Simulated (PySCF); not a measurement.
# TiF₅ (-2): ligand-field states

Aim: compute the ligand-field states of TiF₅ (-2).

Computed with PySCF 2.14.0 and routines of our own; the level stands in each step. Atoms count from 0.

## (1) The system as given

6 atoms, charge -2, states of the metal's open shell are computed; geometry from: model start, shaken.

## (2) Relaxing the molecule at PBE0-D3(BJ)/def2-TZVP

What the job is given:

```
{"job": {"xc": "PBE0", "basis": "def2-TZVP", "d3": "d3bj", "grid": 1, "maxiter": 45, "solvent": "water", "kind": "geom"}, "charge": -2, "metal": "Ti", "open_shell": "d1"}
Ti     0.000020     0.004480    -0.004110
F     -0.013360    -0.006820     1.895130
F      0.000900     0.020100    -1.917380
F      1.900690     0.007350     0.005350
F     -0.953420     1.640150    -0.000440
F     -0.944570    -1.674270    -0.006860
```

Command:

```bash
OMP_NUM_THREADS=1 python lf_run.py task.json out
```

This one command runs all jobs of the session in turn.

Standard output:

```text
step   0  E = -1348.84301331  max force = 0.023248
step   1  E = -1348.84644045  max force = 0.004321
step   2  E = -1348.84704724  max force = 0.000833
step   3  E = -1348.84712975  max force = 0.001252
step   4  E = -1348.84715476  max force = 0.000924
step   5  E = -1348.84716497  max force = 0.000336
optimisation converged
```

Wall time 3.4 min (1 thread of Arm Neoverse V1, shared host); peak memory 1.3 GiB.

The steps of the relaxation:

```tsv
step	energy from step 0 (eV)	largest force component (eV/Å)
0	0.0000	1.1955
1	-0.0933	0.2222
2	-0.1098	0.0428
3	-0.1120	0.0644
4	-0.1127	0.0475
5	-0.1130	0.0173
```

Distances of close pairs at the start and the end, largest changes first:

```tsv
bond	before (Å)	after (Å)	change (Å)
Ti0–F1	1.899	1.982	+0.083
Ti0–F2	1.913	1.982	+0.069
Ti0–F3	1.901	1.885	-0.015
Ti0–F4	1.893	1.879	-0.014
Ti0–F5	1.926	1.922	-0.005
```

The final coordinates are the input of the step that follows.

```tsv
at the end point	value
point group (found at 0.08 Å tolerance)	C2v
rotational constants (GHz, main isotopes)	2.472, 2.101, 1.926
⟨S²⟩	0.752
```

## (3) Ligand-field states: state-averaged CASSCF in water

What the job is given:

```
{"job": {"kind": "lf", "basis": {"metal": "x2c-TZVPall", "ligand": "x2c-SVPall"}, "nevpt": true, "solvent": "water"}, "charge": -2, "metal": "Ti", "open_shell": "d1"}
Ti     0.000000     0.000000     0.000000
F      0.006313     0.011661     1.981991
F      0.006313     0.011661    -1.981991
F      1.872100    -0.223428    -0.000000
F     -1.101655     1.522661    -0.000000
F     -0.934172    -1.679417     0.000000
```

With the program's defaults for keys left out, this is: state-averaged CASSCF of the metal d shell, SC-NEVPT2 on the averaged canonical orbitals, state-interaction spin-orbit coupling.

Standard output:

```text
basis functions 118, electrons 69, active (1e, 5o)
stage 1: DIIS on the effective Fock matrix, level shift 0.30
cycle   1  E = -1349.9718227824  dE = -1.350e+03  max|g| = 9.696e-01
cycle   2  E = -1350.3859789843  dE = -4.142e-01  max|g| = 4.274e-01
cycle   3  E = -1350.5074365077  dE = -1.215e-01  max|g| = 1.734e-01
cycle   4  E = -1350.5537450384  dE = -4.631e-02  max|g| = 7.461e-02
cycle   5  E = -1350.5650953068  dE = -1.135e-02  max|g| = 1.679e-02
cycle   6  E = -1350.5670274581  dE = -1.932e-03  max|g| = 7.852e-03
cycle   7  E = -1350.5674613507  dE = -4.339e-04  max|g| = 3.835e-03
cycle   8  E = -1350.5675444386  dE = -8.309e-05  max|g| = 2.234e-03
cycle   9  E = -1350.5675619294  dE = -1.749e-05  max|g| = 1.236e-03
cycle  10  E = -1350.5675661918  dE = -4.262e-06  max|g| = 6.656e-04
cycle  11  E = -1350.5675673790  dE = -1.187e-06  max|g| = 3.566e-04
cycle  12  E = -1350.5675676313  dE = -2.523e-07  max|g| = 2.061e-04
cycle  13  E = -1350.5675677055  dE = -7.415e-08  max|g| = 1.093e-04
cycle  14  E = -1350.5675677222  dE = -1.668e-08  max|g| = 5.698e-05
cycle  15  E = -1350.5675677263  dE = -4.094e-09  max|g| = 2.893e-05
cycle  16  E = -1350.5675677274  dE = -1.161e-09  max|g| = 1.420e-05
cycle  17  E = -1350.5675677278  dE = -3.347e-10  max|g| = 6.701e-06
converged average energy = -1350.5675677278

 mult deg   label        CASSCF/cm-1   NEVPT2/cm-1
   2   1   2A''                0.0           0.0
   2   1   2A''             1471.4        1590.0
   2   1   2A'              5195.6        5504.7
   2   1   2A'              7357.0        7597.7
   2   1   2A'             17520.9       19136.6

spin-orbit levels / cm-1
      0.00  x2  2A'' 1.00
   1596.34  x2  2A'' 1.00
   5506.59  x2  2A' 1.00
   7610.80  x2  2A' 1.00
  19143.85  x2  2A' 1.00
```

It took 4.5 s on 1 thread of Arm Neoverse V1, shared host; peak memory 0.5 GiB.

In short:

```tsv
quantity	value
spin-orbit constant ζ	132 cm⁻¹
```

Powder susceptibility:

```tsv
T (K)	χT (cm³ K/mol)	μ(eff)
2	0.337	1.64
5	0.338	1.64
10	0.339	1.65
20	0.340	1.65
30	0.342	1.65
50	0.346	1.66
75	0.350	1.67
100	0.355	1.68
150	0.364	1.71
200	0.373	1.73
250	0.382	1.75
300	0.391	1.77
```

The fields below are evaluated on a grid from the run's orbitals.

The spin density lies nearest to Ti0 91 %.

## (4) Ligand-field states: state-averaged CASSCF (basis x2c-TZVPall) in water

What the job is given:

```
{"job": {"kind": "lf", "basis": "x2c-TZVPall", "nevpt": true, "solvent": "water"}, "charge": -2, "metal": "Ti", "open_shell": "d1"}
Ti     0.000000     0.000000     0.000000
F      0.006313     0.011661     1.981991
F      0.006313     0.011661    -1.981991
F      1.872100    -0.223428    -0.000000
F     -1.101655     1.522661    -0.000000
F     -0.934172    -1.679417     0.000000
```

Method: state-averaged CASSCF of the metal d shell, SC-NEVPT2 on the averaged canonical orbitals, state-interaction spin-orbit coupling.

Standard output:

```text
basis functions 203, electrons 69, active (1e, 5o)
stage 1: DIIS on the effective Fock matrix, level shift 0.30
cycle   1  E = -1350.5975466296  dE = -1.351e+03  max|g| = 7.912e-01
cycle   2  E = -1351.0153831735  dE = -4.178e-01  max|g| = 4.314e-01
cycle   3  E = -1351.1339896581  dE = -1.186e-01  max|g| = 1.687e-01
cycle   4  E = -1351.1784033180  dE = -4.441e-02  max|g| = 8.068e-02
cycle   5  E = -1351.1905156260  dE = -1.211e-02  max|g| = 1.624e-02
cycle   6  E = -1351.1923084291  dE = -1.793e-03  max|g| = 8.398e-03
cycle   7  E = -1351.1927211297  dE = -4.127e-04  max|g| = 3.829e-03
cycle   8  E = -1351.1927924231  dE = -7.129e-05  max|g| = 2.242e-03
cycle   9  E = -1351.1928070656  dE = -1.464e-05  max|g| = 1.251e-03
cycle  10  E = -1351.1928105177  dE = -3.452e-06  max|g| = 6.781e-04
cycle  11  E = -1351.1928114738  dE = -9.562e-07  max|g| = 3.573e-04
cycle  12  E = -1351.1928116894  dE = -2.156e-07  max|g| = 1.892e-04
cycle  13  E = -1351.1928117526  dE = -6.319e-08  max|g| = 9.660e-05
cycle  14  E = -1351.1928117718  dE = -1.920e-08  max|g| = 4.867e-05
cycle  15  E = -1351.1928117757  dE = -3.863e-09  max|g| = 2.424e-05
cycle  16  E = -1351.1928117767  dE = -9.763e-10  max|g| = 1.194e-05
cycle  17  E = -1351.1928117770  dE = -3.215e-10  max|g| = 5.765e-06
converged average energy = -1351.1928117770

 mult deg   label        CASSCF/cm-1   NEVPT2/cm-1
   2   1   2A''                0.0           0.0
   2   1   2A''             1496.1        1602.1
   2   1   2A'              5254.9        5440.5
   2   1   2A'              7391.7        7475.0
   2   1   2A'             17336.9       18635.5

spin-orbit levels / cm-1
      0.00  x2  2A'' 1.00
   1608.42  x2  2A'' 1.00
   5442.33  x2  2A' 1.00
   7488.28  x2  2A' 1.00
  18642.78  x2  2A' 1.00
```

Wall time 11 s (1 thread of Arm Neoverse V1, shared host); peak memory 0.61 GiB.

Key values:

```tsv
quantity	value
spin-orbit constant ζ	132 cm⁻¹
```

Powder susceptibility:

```tsv
T (K)	χT (cm³ K/mol)	μ(eff)
2	0.337	1.64
20	0.340	1.65
100	0.355	1.68
300	0.390	1.77
```

## (5) Ligand field across the series

From the NEVPT2 states (cm⁻¹; the spread is that of the fitted one-electron ligand-field levels):

```tsv
step	setting	ground state	next state	orbital spread	ζ	μ(eff), 300 K
3	as given	2A''	2A'' at 1590	19137	132	1.77
4	basis x2c-TZVPall	2A''	2A'' at 1602	18636	132	1.77
```

## (6) What came out

| quantity | value |
| --- | --- |
| point group | C2v |
| rotational constants (main isotopes) | 2.47, 2.10, 1.93 GHz |
| spin-orbit constant ζ (step 3, state-averaged CASSCF in water) | 132 cm⁻¹ |
| ground multiplicity, μ(eff) at 300 K (step 3, 5 donors at 1.88 to 1.98 Å) | 2, 1.77 μB |
| ground multiplicity, μ(eff) at 300 K (step 4, 5 donors at 1.88 to 1.98 Å) | 2, 1.77 μB |

**Reading.** Relaxing lowered the energy by 0.113 eV in 5 steps; the close pair that moved most is Ti0–F1, from 1.899 to 1.982 Å. No frequency check was run at this level, so the end point may be a saddle. In step 3, χT goes from 0.34 at 2 K to 0.39 cm³ K/mol at 300 K, as higher levels fill or mix in.
